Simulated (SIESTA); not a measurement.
A run of SIESTA 5.4.2:

The input NiMoIrPdW.fdf:

```
SystemName                      NiMoIrPdW
SystemLabel                     NiMoIrPdW
NumberOfSpecies                 5
NumberOfAtoms                   10
%block ChemicalSpeciesLabel
  1  28 Ni
  2  42 Mo
  3  46 Pd
  4  77 Ir
  5  74 W
%endblock ChemicalSpeciesLabel

LatticeConstant                 1.0 Ang
%block LatticeVectors
     2.7704600000     0.0000000000     0.0000000000
    -1.3852300000     2.3992800000     0.0000000000
     0.0000000000     0.0000000000    21.8812200000
%endblock LatticeVectors
AtomicCoordinatesFormat         Fractional
%block AtomicCoordinatesAndAtomicSpecies
     0.3333300000     0.6666700000     0.0443300000  1  Ni
     0.6666700000     0.3333300000     0.9556200000  1  Ni
     0.6666700000     0.3333300000     0.3427000000  2  Mo
     0.6666700000     0.3333300000     0.7632000000  2  Mo
     0.3333300000     0.6666700000     0.4476800000  3  Pd
     0.3333300000     0.6666700000     0.6572300000  3  Pd
     0.3333300000     0.6666700000     0.2398800000  4  Ir
     0.3333300000     0.6666700000     0.8605000000  4  Ir
     0.6666700000     0.3333300000     0.1364600000  5  W
     0.6666700000     0.3333300000     0.5524000000  5  W
%endblock AtomicCoordinatesAndAtomicSpecies

%block kgrid.MonkhorstPack
   11   0   0  0.0
    0  11   0  0.0
    0   0   2  0.0
%endblock kgrid.MonkhorstPack
XC.Functional                   GGA
XC.Authors                      PBE
PAO.BasisSize                   DZP
PAO.EnergyShift                 0.003 Ry
Mesh.Cutoff                     800 Ry
Spin                            polarized
%block DM.InitSpin
    1   1.000
    2   1.000
    3   1.000
    4   1.000
    5   0.000
    6   0.000
    7   0.600
    8   0.600
    9   0.000
   10   0.000
%endblock DM.InitSpin
OccupationFunction              FD
ElectronicTemperature           0.05 eV
MaxSCFIterations                200
SCF.MustConverge                false
SCF.Mixer.Method                Pulay
SCF.Mixer.Weight                0.1
SCF.Mixer.History               10
SCF.DM.Tolerance                5.0e-05
SCF.H.Tolerance                 1.0e-03 eV
WriteForces                     true
Charge.Mulliken                 end
Charge.Hirshfeld                end
Charge.Voronoi                  end
SaveRho                         true
SaveElectrostaticPotential      true
%block PAO.Basis
  Ni 5
  n=3 0 2
    2.432 0.000
  n=4 0 2
    7.095 0.000
  n=3 1 2
    2.716 0.000
  n=4 1 1
    7.095
  n=3 2 2
    4.466 0.000
  Mo 5
  n=4 0 2
    3.234 0.000
  n=5 0 2
    8.986 0.000
  n=4 1 2
    3.729 0.000
  n=5 1 1
    8.986
  n=4 2 2
    6.762 0.000
  Pd 5
  n=4 0 2
    2.822 0.000
  n=5 0 2
    8.721 0.000
  n=4 1 2
    3.234 0.000
  n=5 1 1
    8.721
  n=4 2 2
    5.877 0.000
  Ir 5
  n=5 0 2
    2.793 0.000
  n=6 0 2
    6.789 0.000
  n=5 1 2
    3.326 0.000
  n=6 1 1
    6.789
  n=5 2 2
    5.613 0.000
  W 5
  n=5 0 2
    3.045 0.000
  n=6 0 2
    7.641 0.000
  n=5 1 2
    3.655 0.000
  n=6 1 1
    7.641
  n=5 2 2
    6.655 0.000
%endblock PAO.Basis
Diag.ParallelOverK              true
```

Potentials or basis: PseudoDojo 0.4 standard (PBE files), DZP (energy shift 0.003 Ry; two zetas on semicore shells).

The run is started by

```bash
$ mpirun -n 4 siesta NiMoIrPdW.fdf > NiMoIrPdW.out 2>&1
```

Hardware: 4 MPI ranks on Intel(R) Xeon(R) 6975P-C (Granite Rapids) (shared host).

**Question.** How long does it take, and how much memory?

**Answer.** Wall time 13 min on 4 MPI ranks on Intel(R) Xeon(R) 6975P-C (Granite Rapids), with other jobs on the host, peak memory 0.6 GiB a rank. Counts: scf iterations 87, k points 127, bands 230.
